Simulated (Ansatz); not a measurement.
# Al2Te2O: the cost of one run

Method: DFT PBE, scalar-relativistic, plane waves, PAW, in Ansatz 0.2.0.

## (1) The structure to begin with

It takes space group P6/mmm (No. 191, hexagonal). Conventional cell: a = 4.516 Å, b = 4.516 Å, c = 7.301 Å, α = 90.00°, β = 90.00°, γ = 120.00°. Around Al (site symmetry 6mm) lie 1 O at 1.39 Å. Te (site symmetry -6m2) is surrounded by 3 Te at 2.61 Å and 3 O at 2.61 Å and 6 Al at 2.95 Å. O (site symmetry 6/mmm) is surrounded by 2 Al at 1.39 Å.

As a file:

```
Al Te O
1.0
     4.51621    0.00000    0.00000
    -2.25811    3.91115    0.00000
     0.00000    0.00000    7.30129
Al Te O
2 2 1
Direct
  0.00000 0.00000 0.81000
  0.00000 0.00000 0.19000
  0.33333 0.66667 0.00000
  0.66667 0.33333 0.00000
  0.00000 0.00000 0.00000
```

A structure generator made this guess: random cell by space group and Wyckoff sites (P6/mmm, No. 191). Its size is a rough estimate.

## (2) Probe: one point on a coarse mesh

input.yaml

```yaml
crystal:
  lattice:
    - [4.51621232, 0.0, 0.0]
    - [-2.25810616, 3.9111546, 0.0]
    - [0.0, 0.0, 7.3012916]
  atoms:
    - { symbol: Al, position: [0.0, 0.0, 0.81000029] }
    - { symbol: Al, position: [0.0, 0.0, 0.18999971] }
    - { symbol: Te, position: [0.33333333, 0.66666667, 0.0] }
    - { symbol: Te, position: [0.66666667, 0.33333333, 0.0] }
    - { symbol: O, position: [0.0, 0.0, 0.0] }
basis:
  ecutwfc: 420
kpoints:
  mp_grid: { grid: [6, 6, 4] }
hamiltonian:
  xc: pbe
scf:
  occupations: { method: gaussian, width: 0.1 }
  lower_state_search: "off"
output:
  forces: true
  stress: true
  eigenvalues: true
```

Launch:

```
ansatz run input.yaml --threads 1 --pin off --max-ram 2048MiB --backend cpu --events-out ev --progress --plain --runs-dir out
```

What time and memory should one allow on 1 thread of Arm Neoverse V1, shared host?

About 6.4 s, with a peak of 0.38 GiB.
